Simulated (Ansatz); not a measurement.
# F₂HISn: vertical ionisation energy

The task here is to estimate one member of a computed series from the others.

Program: Ansatz 0.2.0, Gaussian basis. Level of theory: unrestricted cation, the program's frozen cores in correlated methods. These are calculated values, not measurements.

Plan: UKS PBE-D4/def2-TZVPP; UKS r2SCAN-D4/def2-TZVPP; UKS PBE0-D4/def2-TZVPP; UKS B3LYP-D4/def2-TZVPP; UKS wB97X-V/def2-TZVPP; UKS wB97M-V/def2-TZVPP; UKS B2PLYP/def2-TZVPP; UHF-CCSD(T)/def2-TZVPP; UHF-MP2/def2-QZVPP; extrapolation to the limit; then −ε(HOMO) from the neutral's earlier runs with LDA (SPW92), PBE-D4, revPBE-D4, BLYP-D4, r2SCAN-D4, B97M-V, PBE0-D4, B3LYP-D4, r2SCANh-D4, r2SCAN0-D4, HSE06-D4, BHLYP-D4, CAM-B3LYP-D4, LC-ωPBE, ωB97X-V, ωB97M-V.

## The geometry

The geometry comes from an earlier relaxation with PBE0-D4 in a triple-zeta def2 set; it is a stationary point. Sn, I take the def2 core potential; no spin-orbit term is included.

SMILES `[F][SnH]([F])[I]`, 5 atoms, charge 0, spin multiplicity 1.

Atoms are counted from 1 here; the program's logs count them from 0.

Bond lengths: F1–Sn2 1.902 Å, Sn2–F3 1.902 Å, Sn2–I4 2.630 Å, Sn2–H5 1.692 Å. Angles: F1–Sn2–F3 103.0°, F1–Sn2–I4 107.8°, F1–Sn2–H5 109.2°, F3–Sn2–I4 107.8°, F3–Sn2–H5 109.2°, I4–Sn2–H5 118.6°.

Geometry (Å):

```
F    -0.1050   -0.8731    1.6689
Sn    0.1839   -0.0223   -0.0074
F     0.0181    1.8248    0.4148
I    -1.8118   -0.6684   -1.5934
H     1.7647   -0.3347   -0.5242
```

The first run:

Input file in.yaml:

```yaml
crystal:
  periodic: [false, false, false]
  atoms:
    - {symbol: F, position_ang: [-0.105047, -0.873075, 1.668882]}
    - {symbol: Sn, position_ang: [0.183894, -0.022281, -0.007400]}
    - {symbol: F, position_ang: [0.018077, 1.824750, 0.414792]}
    - {symbol: I, position_ang: [-1.811843, -0.668430, -1.593371]}
    - {symbol: H, position_ang: [1.764720, -0.334664, -0.524203]}
basis:
  gaussian: {orbitals: def2-TZVPP}
total_charge: 1
magnetization: {spin_polarized: true, initial_magnetization: 1}
hamiltonian: {xc: pbe, dispersion: d4}
```

The run is started by

```
$ ansatz run in.yaml --threads 2 --pin off --events-out ev --progress --plain --max-ram 20480MiB --backend cpu
```

Steps of the session up to this table: Cation, UKS PBE-D4/def2-TZVPP; Cation, UKS r2SCAN-D4/def2-TZVPP; Cation, UKS PBE0-D4/def2-TZVPP; Cation, UKS B3LYP-D4/def2-TZVPP; Cation, UKS wB97X-V/def2-TZVPP; Cation, UKS wB97M-V/def2-TZVPP; Cation, UKS B2PLYP (frozen core)/def2-TZVPP; Cation, UHF-CCSD(T)/def2-TZVPP; Cation, UHF-MP2/def2-QZVPP.

One of the session's tables, all rows but one given; the rest of the session is left out.

It belongs to the step «Ionisation energies side by side». For comparison, −ε(HOMO) of the neutral from earlier runs:

```
  functional  −ε(HOMO) (eV)
 LDA (SPW92)           7.47
      PBE-D4           7.31
   revPBE-D4           7.25
     BLYP-D4           7.13
   r2SCAN-D4           7.63
      B97M-V           7.63
     PBE0-D4           8.50
    B3LYP-D4           8.24
  r2SCANh-D4           8.06
  r2SCAN0-D4           8.71
    HSE06-D4           8.10
    BHLYP-D4           9.50
CAM-B3LYP-D4              ?
     LC-ωPBE          11.11
     ωB97X-V          10.76
     ωB97M-V          10.63
```

Estimate the missing values for CAM-B3LYP-D4.

**Answer.** −ε(HOMO) (eV): 9.76. In the column «−ε(HOMO) (eV)» it lies between BHLYP-D4 (9.50) and ωB97M-V (10.63).

To keep in mind: The cation may have settled in a state other than its lowest; no search over hole states beyond the program's own was made.
